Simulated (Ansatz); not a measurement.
Working through a convergence test of the k-point mesh of SnO, space group P4/nmm

Program: the Ansatz DFT code, driven from Python.

Run as a notebook:

```python
import warnings

import ansatz
import pandas as pd

config = {
    "xc": "LDA",
    "filling": "fixed",
}
```

```python
warnings.simplefilter("ignore", ansatz.DeckWarning)

lattice = ansatz.Lattice.of(
    [3.7986, 0.0, 0.0],
    [0.0, 3.7986, 0.0],
    [0.0, 0.0, 4.8408],
)
sites = [
    ("Sn", [0.5, 0.0, 0.2369]),
    ("Sn", [0.0, 0.5, 0.7631]),
    ("O", [0.0, 0.0, 0.0]),
    ("O", [0.5, 0.5, 0.0]),
]
structure = ansatz.Crystal(lattice=lattice)
for symbol, position in sites:
    structure = structure.atom(symbol, position)
```

```python
job = structure.calculation().functional(config["xc"]).occupations(config["filling"])
```

```python
rows = []
for value in [(2, 2, 2), (4, 4, 2), (4, 4, 4), (6, 6, 4), (6, 6, 6), (8, 8, 6)]:
    rep = job.kpoints(mesh=value).run(threads=1).report
    rows.append((value, rep["free_energy_ev"] / len(rep["lattice"]["sites"]), rep["n_iterations"], rep["n_kpoints"]))
```

```python
table = pd.DataFrame(rows, columns=["mesh", "F/atom (eV)", "iterations", "k-points"])
table.round(5)
```

            mesh  F/atom (eV)  iterations  k-points
    0  (2, 2, 2)  -3217.47404           7         6
    1  (4, 4, 2)  -3217.44636           7        12
    2  (4, 4, 4)  -3217.44777           7        18
    3  (6, 6, 4)  -3217.44992           7        30
    4  (6, 6, 6)  -3217.44999           7        40
    5  (8, 8, 6)  -3217.45012           7        60

```python
# differences from the last row
for row in rows[:-1]:
    shift = 1000 * (row[1] - rows[-1][1])
    print(f"{row[0]}: {shift:+.2f} meV/atom" + ("  (within 2 meV)" if abs(shift) < 2 else ""))
```

    (2, 2, 2): -23.92 meV/atom
    (4, 4, 2): +3.76 meV/atom
    (4, 4, 4): +2.35 meV/atom
    (6, 6, 4): +0.21 meV/atom  (within 2 meV)
    (6, 6, 6): +0.13 meV/atom  (within 2 meV)

From 6×6×4 on it stays within 2 meV an atom of the value at 8×8×6; the first row (2×2×2) is off by 23.9 meV and the last but one by 0.13 meV. It goes up and down, since the sum over k-points isn't variational.

The starting cell is as deposited in a crystallographic database; the results hold for this polymorph, which needn't be the stable one. Shifts are counted from the finest mesh, which is itself no proven limit. Run time: 15 s on 1 thread of Intel(R) Xeon(R) Processor @ 2.30GHz (shared host), peak memory 0.58 GiB.
